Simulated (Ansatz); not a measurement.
**CdH3NS: one species, many methods**

One table from this session's results is given with a row withheld; the runs are named, their logs left out.

Method: functionals in def2-TZVPP, the program's frozen cores in correlated methods; program: Ansatz 0.2.0, Gaussian basis.

The runs, in order: LDA (SPW92), PBE-D4, revPBE-D4, BLYP-D4, r2SCAN-D4, B97M-V, PBE0-D4, B3LYP-D4, r2SCANh-D4, r2SCAN0-D4, HSE06-D4, BHLYP-D4, CAM-B3LYP-D4, LC-ωPBE, ωB97X-V, ωB97M-V, B2PLYP, PBE-QIDH; CCSD(T)/def2-SVP; CCSD(T)/def2-TZVPP; MP2/def2-QZVPP; extrapolation to the limit; RPA on PBE.

## Structure used throughout

All runs share one geometry, relaxed beforehand with PBE0-D4 in a triple-zeta def2 set. Cd takes the def2 core potential; no spin-orbit term is included.

SMILES `[NH2][Cd][SH]`, 6 atoms, charge 0, spin multiplicity 1.

Atoms are counted from 1 here; the program's logs count them from 0.

Bond lengths: N1–Cd2 2.011 Å, N1–H4 1.013 Å, N1–H5 1.013 Å, Cd2–S3 2.329 Å, S3–H6 1.344 Å. Angles: Cd2–N1–H4 112.9°, Cd2–N1–H5 112.8°, H4–N1–H5 106.6°, N1–Cd2–S3 174.3°, Cd2–S3–H6 93.6°.

The first run:

Contents of in.yaml:

```yaml
crystal:
  periodic: [false, false, false]
  atoms:
    - {symbol: N, position_ang: [-1.001642, -0.254186, -1.361683]}
    - {symbol: Cd, position_ang: [-0.006322, 0.342415, 0.281217]}
    - {symbol: S, position_ang: [1.009618, 1.218199, 2.185102]}
    - {symbol: H, position_ang: [-1.472223, -1.142565, -1.235750]}
    - {symbol: H, position_ang: [-0.399698, -0.356573, -2.170258]}
    - {symbol: H, position_ang: [1.870277, 0.192710, 2.301373]}
basis:
  gaussian: {orbitals: def2-TZVPP}
hamiltonian: {xc: lda}
output: {orbitals: {seedname: orbitals}}
```

Command:

```console
$ ansatz run in.yaml --threads 4 --pin off --events-out ev --progress --plain --max-ram 10444MiB
```

Steps of the session up to this table: LDA; PBE-D4 (GGA); revPBE-D4 (GGA); BLYP-D4 (GGA); r2SCAN-D4 (meta-GGA); B97M-V (meta-GGA); PBE0-D4 (hybrid); B3LYP-D4 (hybrid); r2SCANh-D4 (hybrid); r2SCAN0-D4 (hybrid); HSE06-D4 (hybrid); BHLYP-D4 (hybrid); CAM-B3LYP-D4 (range-separated); LC-ωPBE (range-separated); ωB97X-V (range-separated); ωB97M-V (range-separated); B2PLYP (double hybrid); PBE-QIDH (double hybrid).

One table of the session follows, with a row left open; its other results are not shown here.

It belongs to the step «Frontier levels by functional». 

```
  functional  HOMO (eV)  gap (eV)
 LDA (SPW92)      -5.97      3.94
      PBE-D4      -5.75      3.95
   revPBE-D4      -5.67      3.97
     BLYP-D4          ?         ?
   r2SCAN-D4      -6.00      4.47
      B97M-V      -6.02      4.30
     PBE0-D4      -7.04      6.05
    B3LYP-D4      -6.81      5.51
  r2SCANh-D4      -6.49      5.24
  r2SCAN0-D4      -7.23      6.40
    HSE06-D4      -6.64      5.28
    BHLYP-D4      -8.16      7.85
CAM-B3LYP-D4      -8.44      8.27
     LC-ωPBE      -9.82     10.86
     ωB97X-V      -9.44     10.30
     ωB97M-V      -9.31      9.92
```

Q: Estimate the row for BLYP-D4 from the others.

Worked estimate for «HOMO (eV)». Against the share of exact exchange, B3LYP-D4 (0.2, -6.81), BHLYP-D4 (0.5, -8.16) give a slope of -4.50 per unit share; at 0 the line stands at -5.91.

**Answer.** HOMO (eV): -5.62; gap (eV): 3.84. In «HOMO (eV)» the line misses by -0.29.
